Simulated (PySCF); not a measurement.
# C2H4F2Ge: the cost of one run

Programs: PySCF 2.14.0, with density-fitted response routines of our own. Each step states its level of theory. These are calculated values for one molecule in the gas phase, unless marked as measured. Atoms count from 0, in the outputs and in this text.

## 1. The starting structure

9 atoms, charge 0, multiplicity 1; geometry from: GFN2-xTB.

Bonds of the start (Å): C0–C1 1.32, C1–F2 1.36, C1–Ge3 1.96, Ge3–F4 1.74, C0–H5 1.08, C0–H6 1.08, Ge3–H7 1.50, Ge3–H8 1.50.

## 2. Excited states and response: B3LYP/def2-SVPD

The job: settings as JSON, then the geometry in Å.

```
{"job": {"kind": "uv", "xc": "B3LYP", "basis": "def2-SVPD", "nstates": 8, "ntriplets": 3}, "charge": 0, "multiplicity": 1}
C     -1.593501    -0.101864     0.191020
C     -0.511834     0.481706    -0.291322
F     -0.629110     1.603444    -1.046805
Ge     1.356953    -0.066964    -0.058275
F      1.218713    -1.517495     0.901488
H     -2.585517     0.278467     0.007813
H     -1.487885    -0.990365     0.788186
H      2.194714     0.846272     0.791094
H      2.051028    -0.527208    -1.308378
```

Method: TDDFT B3LYP/def2-SVPD, vertical, gas phase, core orbitals frozen in the response.

The run is started by

```bash
OMP_NUM_THREADS=1 python probes_run.py task.json out
```

This one command runs all jobs of the session in turn.

Q: Estimate the wall time and peak memory of this first job on 1 thread of Arm Neoverse N1, shared host.

About 31 s, with a peak of 0.63 GiB.
